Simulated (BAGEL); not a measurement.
# HF/def2-SVP (density fitting with cc-pvqz-jkfit) run of GeSiH4O2 (SMILES [OH][Ge][O][SiH3])

What is the energy change on altering one bond length of GeSiH4O2 at HF/def2-SVP (density fitting with cc-pvqz-jkfit)? 

The results are computed with BAGEL 1.2.2.

## Step 1: The molecule

The species is GeSiH4O2 (8 atoms), meant as a singlet with charge 0. SMILES: `[OH][Ge][O][SiH3]`. The coordinates come from a PBE0-D4/def2-TZVP relaxation. This is one conformer, not always the lowest.

Bond lengths: O1–Ge2 1.774 Å, Ge2–O3 1.800 Å, O3–Si4 1.640 Å, O1–H5 0.964 Å, Si4–H6 1.486 Å, Si4–H7 1.490 Å, Si4–H8 1.486 Å. Angles: O1–Ge2–O3 96.3°, Ge2–O3–Si4 137.6°, Ge2–O1–H5 112.5°, O3–Si4–H6 109.6°, O3–Si4–H7 110.8°, O3–Si4–H8 109.6°, H6–Si4–H7 108.8°, H6–Si4–H8 109.2°, H7–Si4–H8 108.8°.

## Step 2: A single-point energy at HF/def2-SVP (density fitting with cc-pvqz-jkfit)

hf.json reads:

```json
{ "bagel": [

{
  "title": "molecule",
  "basis": "svp",
  "df_basis": "cc-pvqz-jkfit",
  "angstrom": true,
  "geometry": [
    { "atom": "O", "xyz": [    1.410100,    2.505300,    0.149500 ] },
    { "atom": "Ge", "xyz": [    1.623900,    0.902600,   -0.581400 ] },
    { "atom": "O", "xyz": [    0.084300,    0.200200,    0.031000 ] },
    { "atom": "Si", "xyz": [   -0.715100,   -1.229100,   -0.056600 ] },
    { "atom": "H", "xyz": [    0.587200,    2.577300,    0.646600 ] },
    { "atom": "H", "xyz": [   -2.046000,   -1.018000,   -0.682500 ] },
    { "atom": "H", "xyz": [    0.048600,   -2.214700,   -0.872700 ] },
    { "atom": "H", "xyz": [   -0.900800,   -1.780800,    1.310300 ] }
  ]
},
{
  "title": "hf"
},
{
  "title": "print",
  "file": "orbitals.molden",
  "orbitals": true
}

]}
```

Launch:

```
$ BAGEL_NUM_THREADS=1 BAGEL hf.json > hf.out
```

Standard output:

```text
* using 1 threads per process

  ===============================================================
  ===============================================================

  *** Geometry ***

  { "atom" : "O", "xyz" : [      2.664703,      4.734331,      0.282514 ] },
  { "atom" : "Ge", "xyz" : [      3.068726,      1.705667,     -1.098687 ] },
  { "atom" : "O", "xyz" : [      0.159304,      0.378323,      0.058582 ] },
  { "atom" : "Si", "xyz" : [     -1.351343,     -2.322662,     -0.106958 ] },
  { "atom" : "H", "xyz" : [      1.109647,      4.870391,      1.221897 ] },
  { "atom" : "H", "xyz" : [     -3.866380,     -1.923741,     -1.289738 ] },
  { "atom" : "H", "xyz" : [      0.091841,     -4.185176,     -1.649164 ] },
  { "atom" : "H", "xyz" : [     -1.702265,     -3.365224,      2.476108 ] },

  Number of auxiliary basis functions:      782

  Since a DF basis is specified, we compute 2- and 3-index integrals:
    o Being stored without compression. Storage requirement is 0.060 GB

  Number of basis functions:       98
  Number of electrons      :       66

    * METHOD: MOLECULE                             0.73

  *** RHF ***

  === Nuclear Repulsion ===
   339.7826885601

      * DIIS with orbital gradients will be used.

  === RHF iteration (svp) ===
      0      -2515.64867315          0.02023406           0.22
      1      -2515.79546841          0.01644996           0.21
      2      -2515.96311163          0.00115788           0.21
      3      -2515.96501896          0.00043021           0.21
      4      -2515.96518215          0.00012913           0.22
      5      -2515.96520625          0.00004436           0.23
      6      -2515.96520918          0.00002107           0.22
      7      -2515.96520992          0.00000524           0.23
      8      -2515.96520997          0.00000238           0.22
      9      -2515.96520998          0.00000102           0.22
     10      -2515.96520998          0.00000033           0.21
     11      -2515.96520998          0.00000018           0.22
     12      -2515.96520998          0.00000007           0.22
     13      -2515.96520998          0.00000003           0.22
     14      -2515.96520998          0.00000001           0.22
     15      -2515.96520998          0.00000001           0.23
    * SCF iteration converged.

    * Permanent dipole moment:
           (    0.121706,     0.342855,     0.060934) a.u.

    * METHOD: HF                                   3.87

    * METHOD: PRINT                                0.02

  ===============================================================
```

Wall time 4.8 s (1 thread of Arm Neoverse V1, shared host); peak memory 0.22 GiB.

## Step 3: The distorted shape at the same level

input.json reads:

```json
{ "bagel" : [

{
  "title" : "molecule",
  "basis" : "svp",
  "df_basis" : "cc-pvqz-jkfit",
  "angstrom" : true,
  "geometry" : [
    { "atom" : "O", "xyz" : [    2.474780,    2.336426,    0.650201 ] },
    { "atom" : "Ge", "xyz" : [    2.688580,    0.733726,   -0.080699 ] },
    { "atom" : "O", "xyz" : [    1.148980,    0.031326,    0.531701 ] },
    { "atom" : "Si", "xyz" : [    0.349580,   -1.397974,    0.444101 ] },
    { "atom" : "H", "xyz" : [    1.651880,    2.408426,    1.147301 ] },
    { "atom" : "H", "xyz" : [   -2.046000,   -1.018000,   -0.682500 ] },
    { "atom" : "H", "xyz" : [    1.113280,   -2.383574,   -0.371999 ] },
    { "atom" : "H", "xyz" : [    0.163880,   -1.949674,    1.811001 ] }
  ]
},
{
  "title" : "hf"
},
{
  "title" : "print",
  "file" : "orbitals.molden",
  "orbitals" : true
}

]}
```

Launch:

```
$ BAGEL_NUM_THREADS=1 BAGEL input.json > input.out
```

Standard output:

```text
* using 1 threads per process

  ===============================================================
  ===============================================================

  *** Geometry ***

  { "atom" : "O", "xyz" : [      4.676656,      4.415205,      1.228702 ] },
  { "atom" : "Ge", "xyz" : [      5.080680,      1.386541,     -0.152499 ] },
  { "atom" : "O", "xyz" : [      2.171258,      0.059198,      1.004769 ] },
  { "atom" : "Si", "xyz" : [      0.660610,     -2.641788,      0.839229 ] },
  { "atom" : "H", "xyz" : [      3.121601,      4.551266,      2.168085 ] },
  { "atom" : "H", "xyz" : [     -3.866380,     -1.923741,     -1.289738 ] },
  { "atom" : "H", "xyz" : [      2.103794,     -4.504302,     -0.702976 ] },
  { "atom" : "H", "xyz" : [      0.309688,     -3.684350,      3.422296 ] },

  Number of auxiliary basis functions:      782

  Since a DF basis is specified, we compute 2- and 3-index integrals:
    o Being stored without compression. Storage requirement is 0.060 GB

  Number of basis functions:       98
  Number of electrons      :       66

    * METHOD: MOLECULE                             0.78

  *** RHF ***

  === Nuclear Repulsion ===
   336.0777374552

      * DIIS with orbital gradients will be used.

  === RHF iteration (svp) ===
      0      -2515.50813698          0.02028037           0.29
      1      -2515.65500201          0.01654026           0.28
      2      -2515.82456311          0.00109247           0.28
      3      -2515.82644836          0.00041528           0.28
      4      -2515.82662798          0.00013606           0.27
      5      -2515.82665299          0.00004751           0.27
      6      -2515.82665674          0.00002093           0.28
      7      -2515.82665765          0.00000626           0.28
      8      -2515.82665772          0.00000214           0.27
      9      -2515.82665772          0.00000078           0.27
     10      -2515.82665772          0.00000039           0.27
     11      -2515.82665772          0.00000015           0.27
     12      -2515.82665772          0.00000005           0.26
     13      -2515.82665772          0.00000002           0.27
     14      -2515.82665772          0.00000001           0.26
    * SCF iteration converged.

    * Permanent dipole moment:
           (   -0.951682,     0.408924,    -0.378270) a.u.

    * METHOD: HF                                   4.62

    * METHOD: PRINT                                0.02

  ===============================================================
```

Wall time 5.7 s (1 thread of Arm Neoverse V1, shared host); peak memory 0.22 GiB.

## Step 4: Results

Level: HF/def2-SVP (density fitting with cc-pvqz-jkfit).

| quantity | value |
| --- | --- |
| first shape: total energy | -2515.96521 Eh |
| first shape: dipole moment | 0.94 D |
| first shape: HOMO energy | -10.43 eV |
| first shape: LUMO energy | 1.37 eV |
| first shape: HOMO–LUMO gap | 11.80 eV |
| distorted shape: total energy | -2515.82666 Eh |
| distorted shape: dipole moment | 2.80 D |
| distorted shape: HOMO energy | -8.91 eV |
| distorted shape: LUMO energy | 0.78 eV |
| distorted shape: HOMO–LUMO gap | 9.69 eV |
| energy change with the Si4–H6 bond stretched from 1.486 to 2.674 Å | 3.770 eV |

In words: One bond (distorted shape) is far stretched, which a spin-restricted single reference describes badly; a broken-symmetry solution may lie lower. With the Si4–H6 bond stretched from 1.486 to 2.674 Å the energy rises by 3.77 eV (87 kcal/mol). The first shape isn't relaxed at this level, so the change isn't measured from a minimum. A restricted reference can't describe the breaking bond well at this length.
